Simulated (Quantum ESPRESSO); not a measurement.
Something may be wrong with this Quantum ESPRESSO 7.5 calculation of RbLi.

Contents of pw.in:

```
&CONTROL
  calculation = 'scf'
  prefix = 'pwscf'
  outdir = './tmp'
  pseudo_dir = './pseudo'
  tprnfor = .true.
  tstress = .true.
  disk_io = 'low'
/
&SYSTEM
  ibrav = 0
  nat = 4
  ntyp = 2
  ecutwfc = 36
  ecutrho = 216
  nbnd = 19
  input_dft = 'pbesol'
  occupations = 'smearing'
  smearing = 'fd'
  degauss = 0.00367493
  vdw_corr = 'grimme-d3'
  dftd3_version = 4
  dftd3_threebody = .false.
/
&ELECTRONS
  conv_thr = 8d-10
  electron_maxstep = 75
  mixing_beta = 0.5
/
ATOMIC_SPECIES
Rb    85.4678 Rb.LDA_PW-JTH.UPF
Li     6.9400 Li.LDA_PW-JTH.UPF
CELL_PARAMETERS angstrom
   5.3948953300    0.0000000000    0.0000000000
   0.0000000000    5.3948953300    0.0000000000
   0.0000000000    0.0000000000    4.1355754800
ATOMIC_POSITIONS crystal
Rb     0.0000000000    0.5000000000    0.1877594300
Rb     0.5000000000    0.0000000000    0.8122405700
Li     0.0000000000    0.0000000000    0.5000000000
Li     0.5000000000    0.5000000000    0.5000000000
K_POINTS automatic
1 1 1 0 0 0
```

Potentials or basis: JTH 2.0 LDA.

Command:

```sh
$ OMP_NUM_THREADS=1 pw.x -in pw.in > pw.out
```

pw.out:

```text
This program is part of the open-source Quantum ESPRESSO suite
     for quantum simulation of materials; please cite
         "P. Giannozzi et al., J. Phys.:Condens. Matter 21 395502 (2009);
         "P. Giannozzi et al., J. Phys.:Condens. Matter 29 465901 (2017);
         "P. Giannozzi et al., J. Chem. Phys. 152 154105 (2020);
     in publications or presentations arising from this work. More details at

     file Rb.LDA_PW-JTH.UPF: wavefunction(s)  4S 5S 4P 0P 0D renormalized
     file Li.LDA_PW-JTH.UPF: wavefunction(s)  1S 2S 0S 2P 0P renormalized

     IMPORTANT: XC functional enforced from input :
     Exchange-correlation= PBESOL
                           (   1   4  10   8   0   0   0)
     Any further DFT definition will be discarded
     Please, verify this is what you really want

     Message from routine setup:
     using ibrav=0 with symmetry is DISCOURAGED, use correct ibrav instead

     G-vector sticks info
[... 175 lines left out ...]

!    total energy              =    -501.99655765 Ry
     total all-electron energy =      -501.996558 Ry
     estimated scf accuracy    <          2.9E-10 Ry
     smearing contrib. (-TS)   =      -0.00009953 Ry
     internal energy E=F+TS    =    -501.99645812 Ry

     The total energy is F=E-TS. E is the sum of the following terms:
     one-electron contribution =     -47.53774122 Ry
     hartree contribution      =      25.57622251 Ry
     xc contribution           =     -26.43088130 Ry
     ewald contribution        =     -80.13948947 Ry
     DFT-D3 Dispersion         =      -0.06419704 Ry
     one-center paw contrib.   =    -373.40037160 Ry

     convergence has been achieved in   8 iterations

     Forces acting on atoms (cartesian axes, Ry/au):

     atom    1 type  1   force =     0.00000000    0.00000000   -0.03035949
     atom    2 type  1   force =     0.00000000    0.00000000    0.03035949
     atom    3 type  2   force =     0.00000000    0.00000000    0.00000000
     atom    4 type  2   force =     0.00000000    0.00000000    0.00000000

     Total force =     0.042935     Total SCF correction =     0.000034

     Computing stress (Cartesian axis) and pressure

          total   stress  (Ry/bohr**3)                   (kbar)     P=       32.88
   0.00041116   0.00000000   0.00000000           60.48        0.00        0.00
   0.00000000   0.00041116   0.00000000            0.00       60.48        0.00
   0.00000000   0.00000000  -0.00015176            0.00        0.00      -22.32

=------------------------------------------------------------------------------=
   JOB DONE.
=------------------------------------------------------------------------------=
```

What happened, and what is wrong with the input?

The run converged. The input holds a flaw that was put in on purpose: one k point for a small cell (k = 1 × 1 × 1). The program doesn't stop on it, so the numbers can't be trusted though the run ends normally.
